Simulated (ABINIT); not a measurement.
# CsLiCr2Te2S3 (P3m1) in ABINIT: notebook

One crystal, CsLiCr2Te2S3, is run at these levels: PBE; tasks: band structure, real-space fields.

Program: ABINIT 10.8.3 (patched build). These are calculated values, not measurements. Logs are shortened: lines on timing, memory, paths and dates and some standing lists are left out, and cuts for length are marked. The log counts tension as positive stress, the text compression.

## (1) The structure

It takes space group P3m1 (No. 156, trigonal). Conventional cell: a = 3.604 Å, b = 3.604 Å, c = 19.067 Å, α = 90.00°, β = 90.00°, γ = 120.00°. Around Cs (site symmetry 3m) lie 3 S at 3.38 Å and 6 Cs at 3.60 Å and 3 Te at 3.77 Å. Li (site symmetry 3m) has 6 S at 2.63 to 2.66 Å as nearest neighbours. Cr (site symmetry 3m) has 3 S at 2.40 Å and 3 Te at 2.74 Å as nearest neighbours. Around Cr (site symmetry 3m) lie 6 S at 2.43 to 2.45 Å. Around Te (site symmetry 3m) lie 6 Te at 3.60 Å and 3 Cs at 3.77 Å. Around Te (site symmetry 3m) lie 3 Cr at 2.74 Å. S (site symmetry 3m) has 3 Cr at 2.45 Å and 3 Li at 2.63 Å as nearest neighbours. S (site symmetry 3m) has 3 Cr at 2.40 Å and 3 Li at 2.66 Å as nearest neighbours.

The cell was built by a generator and needn't be a form met in nature.

## (2) Band structure, PBE, collinear spin, ferromagnetic start

Input file run.abi:

```
# Datasets: ground state, then fixed potential
ndtset 2

# Pseudopotentials
pp_dirpath "./"
pseudos "Cs.GGA_PBE-ansatz_soft_1.xml, Li.GGA_PBE-ansatz_soft_1.xml, Cr.GGA_PBE-ansatz_soft_1.xml, Te.GGA_PBE-ansatz_soft_1.xml, S.GGA_PBE-ansatz_soft_1.xml"

# Structure
acell 3.60358 3.6035784199 19.06651 Angstrom
rprim
     1.0000000000     0.0000000000     0.0000000000
    -0.5000002192     0.8660252772     0.0000000000
     0.0000000000     0.0000000000     1.0000000000
ntypat 5
znucl 55 3 24 52 16
natom 9
typat 1 2 3 3 4 4 5 5 5
xred
     0.0000000000     0.0000000000     0.3739900000
     0.6666700000     0.3333300000     0.0160700000
     0.0000000000     0.0000000000     0.8663700000
     0.3333300000     0.6666700000     0.1683300000
     0.3333300000     0.6666700000     0.5389100000
     0.6666700000     0.3333300000     0.7727600000
     0.0000000000     0.0000000000     0.1003000000
     0.3333300000     0.6666700000     0.9292000000
     0.6666700000     0.3333300000     0.2340800000

# Plane-wave basis
ecut 15.4
pawecutdg 30.8
pawxcdev 0
pawovlp 30

# Exchange and correlation
ixc 11

# Bands and occupations
occopt 3
tsmear 0.05 eV

# Spin
nsppol 2
spinat
     0.0000000000     0.0000000000     0.0000000000
     0.0000000000     0.0000000000     0.0000000000
     0.0000000000     0.0000000000     3.0000000000
     0.0000000000     0.0000000000     3.0000000000
     0.0000000000     0.0000000000     0.0000000000
     0.0000000000     0.0000000000     0.0000000000
     0.0000000000     0.0000000000     0.0000000000
     0.0000000000     0.0000000000     0.0000000000
     0.0000000000     0.0000000000     0.0000000000

# SCF cycle
nstep 100

# Output
iomode 3
prtwf 0
prteig 0
prtebands 0
enunit 1
prtden1 1

# Dataset 1
kptopt1 1
ngkpt1 4 4 1
nshiftk1 1
shiftk1 0.0 0.0 0.0
nband1 56
tolvrs1 1.0e-9

# Dataset 2: bands along G-M-K-G-A-L-H-A
iscf2 -2
getden2 1
nband2 62
nbdbuf2 4
tolwfr2 1.0e-11
kptopt2 -7
ndivsm2 5
prteig2 1
prtvol2 -3
kptbounds2
     0.0000000000     0.0000000000     0.0000000000
     0.5000000000     0.0000000000     0.0000000000
     0.3333333333     0.3333333333     0.0000000000
     0.0000000000     0.0000000000     0.0000000000
     0.0000000000     0.0000000000     0.5000000000
     0.5000000000     0.0000000000     0.5000000000
     0.3333333333     0.3333333333     0.5000000000
     0.0000000000     0.0000000000     0.5000000000
```

Potentials or basis: Ansatz PAW PBE generated set soft_1, frozen core.

Command:

```bash
> mpirun --bind-to none -np 4 abinit run.abi > log 2>&1
```

run.abo:

```text
[... set-up lines left out ...]
 ETOT  1  -424.22476928288    -4.242E+02 3.778E+00 1.139E+02 1.838E+00 1.838E+00
 ETOT  2  -428.76664031858    -4.542E+00 6.648E-02 9.721E+02 1.262E+00 9.542E-01
 ETOT  3  -427.46559505937     1.301E+00 6.813E-02 1.850E+01 2.438E+00 2.727E+00
 ETOT  4  -427.59482676992    -1.292E-01 1.786E-02 1.510E+02 1.506E+00 2.325E+00
 ETOT  5  -427.52990409366     6.492E-02 7.972E-03 1.169E+01 1.383E+00 2.604E+00
 ETOT  6  -427.53008011825    -1.760E-04 5.444E-03 1.917E+00 3.598E-01 2.907E+00
 ETOT  7  -427.53394637387    -3.866E-03 2.910E-03 1.408E+00 8.609E-03 2.916E+00
 ETOT  8  -427.53805781010    -4.111E-03 4.558E-03 9.349E-01 3.019E-02 2.946E+00
 ETOT  9  -427.53989247752    -1.835E-03 1.812E-03 5.013E-01 3.416E-02 2.980E+00
 ETOT 10  -427.54066153062    -7.691E-04 2.209E-03 1.924E-01 3.168E-02 3.011E+00
[... 34 lines left out ...]
 ETOT 45  -427.54014346045    -6.427E-10 5.376E-05 6.852E-08 2.833E-06 3.018E+00
 ETOT 46  -427.54014346086    -4.152E-10 1.638E-05 6.106E-08 1.198E-06 3.018E+00
 ETOT 47  -427.54014346133    -4.642E-10 4.123E-05 5.280E-08 1.427E-06 3.018E+00
 ETOT 48  -427.54014346231    -9.862E-10 1.250E-05 3.614E-08 2.864E-06 3.018E+00
 ETOT 49  -427.54014346337    -1.052E-09 3.140E-05 1.880E-08 4.025E-06 3.018E+00
 ETOT 50  -427.54014346429    -9.273E-10 9.484E-06 3.995E-09 6.238E-06 3.018E+00
 ETOT 51  -427.54014346440    -1.054E-10 2.381E-05 2.373E-09 1.661E-06 3.018E+00
 ETOT 52  -427.54014346444    -3.774E-11 7.183E-06 1.670E-09 4.528E-07 3.018E+00
 ETOT 53  -427.54014346446    -2.075E-11 1.801E-05 1.431E-09 6.191E-07 3.018E+00
 ETOT 54  -427.54014346449    -3.172E-11 5.431E-06 8.644E-10 1.124E-06 3.018E+00

 At SCF step   54       nres2   =  8.64E-10 < tolvrs=  1.00E-09 =>converged.

 Cartesian components of stress tensor (hartree/bohr^3)
  sigma(1 1)=  1.09280746E-05  sigma(3 2)=  0.00000000E+00
  sigma(2 2)=  1.09280746E-05  sigma(3 1)=  0.00000000E+00
  sigma(3 3)= -2.00830071E-06  sigma(2 1)=  0.00000000E+00

--- !ResultsGS
iteration_state: {dtset: 1, }
comment   : Summary of ground state results
lattice_vectors:
- [  6.8097778,  -0.0000017,   0.0000000, ]
- [ -3.4048874,   5.8974414,   0.0000000, ]
- [  0.0000000,   0.0000000,  36.0304821, ]
lattice_lengths: [   6.80978,    6.80978,   36.03048, ]
lattice_angles: [ 90.000,  90.000, 120.000, ] # degrees, (23, 13, 12)
lattice_volume:   1.4469935E+03
convergence: {deltae: -3.172E-11, res2:  8.644E-10, residm:  5.431E-06, diffor: null, }
etotal    :  -4.27540143E+02
entropy   :   0.00000000E+00
fermie    :   1.08855995E-01
cartesian_stress_tensor: # hartree/bohr^3
- [  1.09280746E-05,   0.00000000E+00,   0.00000000E+00, ]
- [  0.00000000E+00,   1.09280746E-05,   0.00000000E+00, ]
- [  0.00000000E+00,   0.00000000E+00,  -2.00830071E-06, ]
pressure_GPa:  -1.9465E-01
xred      :
- [  0.0000E+00,   0.0000E+00,   3.7399E-01, Cs]
- [  6.6667E-01,   3.3333E-01,   1.6070E-02, Li]
- [  0.0000E+00,   0.0000E+00,   8.6637E-01, Cr]
- [  3.3333E-01,   6.6667E-01,   1.6833E-01, Cr]
- [  3.3333E-01,   6.6667E-01,   5.3891E-01, Te]
- [  6.6667E-01,   3.3333E-01,   7.7276E-01, Te]
- [  0.0000E+00,   0.0000E+00,   1.0030E-01,  S]
- [  3.3333E-01,   6.6667E-01,   9.2920E-01,  S]
- [  6.6667E-01,   3.3333E-01,   2.3408E-01,  S]
cartesian_forces: # hartree/bohr
- [  1.37294690E-31,   3.96335253E-32,   2.99931738E-03, ]
- [  1.37294690E-31,   3.96335253E-32,   3.34250628E-03, ]
- [  1.37294690E-31,   3.96335253E-32,   1.68782635E-03, ]
- [  1.37294690E-31,   3.96335253E-32,   8.55941163E-04, ]
- [ -1.71618385E-31,  -1.38717417E-31,  -1.14901363E-03, ]
- [ -4.80531459E-31,  -3.17068359E-31,  -3.21707207E-03, ]
- [  1.37294690E-31,   3.96335253E-32,  -1.88635155E-03, ]
- [ -1.71618294E-31,   2.17984624E-31,  -9.06905027E-04, ]
- [  1.37294690E-31,   3.96335253E-32,  -1.72624890E-03, ]
force_length_stats: {min:   8.55941163E-04, max:   3.34250628E-03, mean:   1.97457581E-03, }
...

 Integrated electronic and magnetization densities in atomic spheres:
 ------------------------------------------------------------------------------------------------------------
[... 148 lines left out ...]
- sigma(3 3)= -5.90862470E-02  sigma(2 1)=  0.00000000E+00

================================================================================
== DATASET  2 ==================================================================

--- !DatasetInfo
iteration_state: {dtset: 2, }
dimensions: {natom: 9, nkpt: 174, mband: 62, nsppol: 2, nspinor: 1, nspden: 2, mpw: 4242, }
cutoff_energies: {ecut:  15.4, pawecutdg:  30.8, }
electrons: {nelect:   9.00000000E+01, charge:   0.00000000E+00, occopt:   3.00000000E+00, tsmear:   1.83746611E-03, }
meta: {optdriver: 0, ionmov: 0, optcell: 0, iscf: -2, paral_kgb: 0, }
...

 mkfilename : getden/=0, take file _DEN from output of DATASET   1.

 Exchange-correlation functional for the present dataset will be:
  GGA: Perdew-Burke-Ernzerhof functional - ixc=11
  J.P.Perdew, K.Burke, M.Ernzerhof, PRL 77, 3865 (1996)

 Real(R)+Recip(G) space primitive vectors, cartesian coordinates (Bohr,Bohr^-1):
 R(1)=  6.8097778 -0.0000017  0.0000000  G(1)=  0.1468477  0.0847825  0.0000000
 R(2)= -3.4048874  5.8974414  0.0000000  G(2)=  0.0000000  0.1695651  0.0000000
 R(3)=  0.0000000  0.0000000 36.0304821  G(3)=  0.0000000  0.0000000  0.0277543
 Unit cell volume ucvol=  1.4469935E+03 bohr^3
 Angles (23,13,12)=  9.00000000E+01  9.00000000E+01  1.20000000E+02 degrees

 Coarse grid specifications (used for wave-functions):

 getcut: wavevector=  0.0000  0.0000  0.0000  ngfft=  27  27 128
         ecut(hartree)=     15.400   => boxcut(ratio)=   2.01101

 Fine grid specifications (used for densities):

 getcut: wavevector=  0.0000  0.0000  0.0000  ngfft=  36  36 192
         ecut(hartree)=     30.800   => boxcut(ratio)=   2.11607
--------------------------------------------------------------------------------

================================================================================

 SPIN UP channel
 Non-SCF case, kpt    1 (  0.00000  0.00000  0.00000), residuals and eigenvalues=
  3.62E-12  9.29E-12  4.64E-12  4.67E-12  6.72E-12  4.75E-12  4.86E-12  6.72E-12
  6.14E-12  3.06E-12  9.36E-12  3.65E-12  9.85E-12  3.34E-12  3.81E-12  4.59E-12
  5.92E-12  7.84E-12  8.23E-12  2.35E-12  4.21E-12  2.11E-12  2.29E-12  2.41E-12
  3.36E-12  1.61E-12  2.45E-12  5.82E-12  2.14E-12  6.97E-12  9.09E-12  4.23E-12
  5.74E-12  7.19E-12  4.44E-12  4.78E-12  5.58E-12  7.95E-12  2.60E-12  3.80E-12
  5.20E-12  6.57E-12  3.74E-12  6.98E-12  4.56E-12  7.95E-12  9.96E-12  6.86E-12
  8.06E-12  8.24E-12  5.62E-12  9.88E-12  3.27E-12  9.49E-12  9.30E-12  9.02E-12
  9.86E-12  7.69E-12  6.05E-12  1.90E-07  3.81E-05  7.91E-06
 -2.5647E+00 -2.5637E+00 -1.5866E+00 -1.5120E+00 -1.5114E+00 -1.5114E+00
 -1.5109E+00 -1.5109E+00 -1.5099E+00 -1.2304E+00 -1.2304E+00 -1.2279E+00
 -1.2279E+00 -1.2272E+00 -1.2057E+00 -1.2057E+00 -1.1993E+00 -1.1993E+00
 -1.1974E+00 -7.3147E-01 -3.9605E-01 -3.9080E-01 -3.4323E-01 -3.1887E-01
 -2.8588E-01 -2.2848E-01 -1.8933E-01 -1.8933E-01 -8.3787E-02 -5.7335E-02
 -1.9808E-02 -1.9808E-02 -1.6470E-02 -1.6470E-02  3.5195E-02  4.4756E-02
  5.6842E-02  5.6842E-02  5.8471E-02  5.8471E-02  6.8489E-02  8.5360E-02
  8.5360E-02  8.6642E-02  9.6734E-02  1.2773E-01  1.2773E-01  1.8105E-01
[... 3449 lines left out ...]
  4.66E-12  3.01E-12  1.67E-12  8.08E-12  2.53E-12  4.74E-12  5.87E-12  9.28E-12
  7.20E-12  7.58E-12  9.77E-12  6.69E-12  2.56E-12  6.44E-12  4.36E-12  9.14E-12
  5.47E-12  7.50E-12  9.91E-12  5.63E-11  1.61E-05  5.04E-05
 -2.5647E+00 -2.5637E+00 -1.5866E+00 -1.5120E+00 -1.5114E+00 -1.5114E+00
 -1.5109E+00 -1.5109E+00 -1.5099E+00 -1.2304E+00 -1.2304E+00 -1.2279E+00
 -1.2279E+00 -1.2272E+00 -1.2057E+00 -1.2057E+00 -1.1993E+00 -1.1993E+00
 -1.1974E+00 -7.3147E-01 -3.9605E-01 -3.9080E-01 -3.4324E-01 -3.1885E-01
 -2.8590E-01 -2.2847E-01 -1.8933E-01 -1.8933E-01 -8.4160E-02 -5.6596E-02
 -1.9807E-02 -1.9807E-02 -1.6470E-02 -1.6470E-02  2.8753E-02  5.6428E-02
  5.6842E-02  5.6842E-02  5.8471E-02  5.8471E-02  6.3754E-02  8.5360E-02
  8.5360E-02  8.6176E-02  9.6014E-02  1.2773E-01  1.2773E-01  1.8125E-01
  1.8657E-01  1.8657E-01  2.1141E-01  2.1141E-01  2.1757E-01  2.1757E-01
  2.6223E-01  2.8573E-01  2.9096E-01  2.9096E-01  3.0295E-01  3.2201E-01
  3.6503E-01  3.6944E-01

 SPIN DOWN channel
 Non-SCF case, kpt    1 (  0.00000  0.00000  0.00000), residuals and eigenvalues=
  3.42E-12  1.77E-12  3.41E-12  7.25E-12  4.27E-12  4.78E-12  7.72E-12  3.39E-12
  4.77E-12  5.33E-12  8.75E-12  3.73E-12  6.49E-12  2.73E-12  2.20E-12  5.70E-12
  6.73E-12  7.37E-12  2.67E-12  2.44E-12  5.83E-12  6.95E-12  5.16E-12  3.06E-12
  7.51E-12  2.67E-12  3.67E-12  1.86E-12  3.07E-12  7.13E-12  5.18E-12  5.60E-12
  9.13E-12  9.75E-12  8.56E-12  7.63E-12  2.64E-12  7.25E-12  3.56E-12  3.15E-12
  2.69E-12  7.50E-12  8.10E-12  4.23E-12  7.80E-12  4.40E-12  2.72E-12  9.68E-12
  4.14E-12  8.70E-12  4.55E-12  6.46E-12  6.74E-12  8.18E-12  7.65E-12  6.85E-12
  3.49E-12  8.47E-12  8.61E-12  9.92E-10  5.02E-06  4.48E-06
 -2.4593E+00 -2.4542E+00 -1.5867E+00 -1.4088E+00 -1.4088E+00 -1.4069E+00
 -1.4027E+00 -1.4025E+00 -1.4025E+00 -1.2317E+00 -1.2317E+00 -1.2290E+00
 -1.2290E+00 -1.2283E+00 -1.2057E+00 -1.2057E+00 -1.1993E+00 -1.1993E+00
 -1.1975E+00 -7.3146E-01 -3.9554E-01 -3.8995E-01 -3.4478E-01 -3.2369E-01
 -2.8607E-01 -2.2841E-01 -1.8932E-01 -1.8932E-01 -7.2296E-02 -4.2813E-02
  5.2332E-03  5.2332E-03  6.4440E-03  6.4440E-03  3.7741E-02  4.5603E-02
  7.8377E-02  8.3793E-02  8.3793E-02  1.3775E-01  1.3775E-01  1.5371E-01
  1.5371E-01  1.6112E-01  1.6112E-01  1.7339E-01  1.7868E-01  1.9280E-01
[... 1555 lines left out ...]
 -1.1974E+00 -7.2974E-01 -3.9257E-01 -3.8679E-01 -3.4346E-01 -3.2029E-01
 -2.8225E-01 -2.2680E-01 -2.0188E-01 -1.9217E-01 -6.8869E-02 -3.9773E-02
 -7.1302E-03 -4.4914E-03  4.9292E-03  6.6160E-03  4.4583E-02  5.3528E-02
  6.3683E-02  7.5043E-02  8.0096E-02  1.0830E-01  1.2072E-01  1.5913E-01
  1.6492E-01  1.6594E-01  1.6713E-01  1.8191E-01  1.8647E-01  1.8837E-01
  2.0176E-01  2.0946E-01  2.1420E-01  2.1658E-01  2.2413E-01  2.2698E-01
  2.7117E-01  2.8862E-01  3.0307E-01  3.1850E-01  3.2494E-01  3.3551E-01
  3.7108E-01  3.7142E-01
 Non-SCF case, kpt   80 (  0.04762  0.04762  0.00000), residuals and eigenvalues=
  5.85E-12  5.00E-12  9.44E-12  2.76E-12  3.24E-12  3.41E-12  3.95E-12  2.58E-12
  9.20E-12  2.73E-12  6.67E-12  4.09E-12  2.11E-12  2.06E-12  4.35E-12  8.72E-12
  7.19E-12  2.77E-12  2.62E-12  4.81E-12  3.68E-12  7.65E-12  2.67E-12  4.84E-12
  3.14E-12  2.74E-12  1.66E-12  2.76E-12  3.37E-12  4.10E-12  3.38E-12  8.76E-12
  3.58E-12  2.75E-12  9.78E-12  5.49E-12  7.24E-12  4.76E-12  5.12E-12  6.03E-12
  8.92E-12  5.05E-12  5.38E-12  5.
```

Wall time 33 min (4 MPI ranks of Intel Xeon Platinum 8259CL at 2.50GHz (Skylake/Cascade Lake), shared host); peak memory 3 GiB.

What came out:

| Property | Result |
| --- | --- |
| Free energy | -11633.9600 eV |
| Pressure | -0.2 GPa |
| Largest force | 0.172 eV/Å |
| Band gap on the k mesh | none (metal or under the smearing width) |
| Net moment | 5.64 μB per cell |
| Site moments | Cs -0.00; Li -0.01; Cr +2.85, +3.02; Te -0.01, -0.18; S -0.04, -0.05, -0.06 μB |
| Valence electrons inside the program's atomic spheres | Cs 6.74; Li 2.65; Cr 13.32, 13.31; Te 13.86, 14.06; S 5.42, 5.43 |

Forces on the atoms (eV/Å):
```
Cs   0.000  0.000  0.154
Li   0.000  0.000  0.172
Cr   0.000  0.000  0.087
Cr   0.000  0.000  0.044
Te   0.000  0.000 -0.059
Te   0.000  0.000 -0.165
S    0.000  0.000 -0.097
S    0.000  0.000 -0.047
S    0.000  0.000 -0.089
```

Levels at the corners of the path, in eV from the Fermi level:
Spin up:
```tsv
point	band 45	band 46	band 47	band 48	band 49	band 50	band 51	band 52
Γ	-0.33	0.51	0.51	1.96	2.11	2.11	2.79	2.79
M	-0.80	-0.79	-0.77	-0.21	1.38	1.51	1.66	1.85
K	-0.74	-0.59	-0.58	-0.54	0.02	0.84	1.26	1.51
Γ	-0.33	0.51	0.51	1.96	2.11	2.11	2.79	2.79
A	-0.35	0.51	0.51	1.97	2.11	2.11	2.79	2.79
L	-0.80	-0.78	-0.77	-0.21	1.38	1.52	1.63	1.86
H	-0.74	-0.59	-0.59	-0.54	0.03	0.84	1.26	1.51
A	-0.35	0.51	0.51	1.97	2.11	2.11	2.79	2.79
```
Spin down:
```csv
point,band 40,band 41,band 42,band 43,band 44,band 45
Γ,0.79,0.79,1.22,1.22,1.42,1.42
M,-1.78,-0.82,-0.23,0.78,1.03,1.38
K,-1.87,-1.70,-1.70,0.01,1.71,1.73
Γ,0.79,0.79,1.22,1.22,1.42,1.42
A,0.79,0.79,1.22,1.22,1.42,1.42
L,-1.78,-0.82,-0.22,0.77,1.03,1.38
H,-1.86,-1.70,-1.70,0.01,1.71,1.73
A,0.79,0.79,1.22,1.22,1.42,1.42
```

Caveat: the k mesh is coarse (spacing up to 0.50 Å⁻¹), so the values aren't converged; spin-orbit coupling is left out, which moves the levels of the heavy elements; only a ferromagnetic start was run, and an antiferromagnetic order may lie lower in energy.

[end of part 1 of 2]
